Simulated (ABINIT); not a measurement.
The system is HfB.

```
Hf B
1.0
     0.00000    2.31000    2.31000
     2.31000    0.00000    2.31000
     2.31000    2.31000    0.00000
Hf B
1 1
Direct
  0.50000 0.50000 0.50000
  0.00000 0.00000 0.00000
```

Base run:

| Property | Result |
| --- | --- |
| Program | ABINIT 10.8.3 (patched build) |
| Functional | BLYP |
| Potentials or basis | JTH PAW PBE v2.0 |
| Cutoff | 626 eV |
| k mesh | 10 × 10 × 10 |
| Occupations | fermi-dirac, width 0.05 eV |
| Spin | no spin polarisation |

Its results: band gap on the k mesh none (metal or under the smearing width); pressure 37.4 GPa.

Question: After a change of settings the same cell gave: band gap on the k mesh none (metal or under the smearing width); pressure 33.4 GPa. Which change was it?
A. functional from BLYP to RPBE
B. functional from BLYP to r2SCAN
C. functional from BLYP to revPBE
D. functional from BLYP to PBE

Answer: C.

Caveats: a pressure of tens of GPa on the cell as given is suspect, and the run, the potentials or the cell itself is likely at fault; the PAW data sets were made with another functional, which shifts forces and pressure a little; spin-orbit coupling is left out, which moves the levels of the heavy elements.
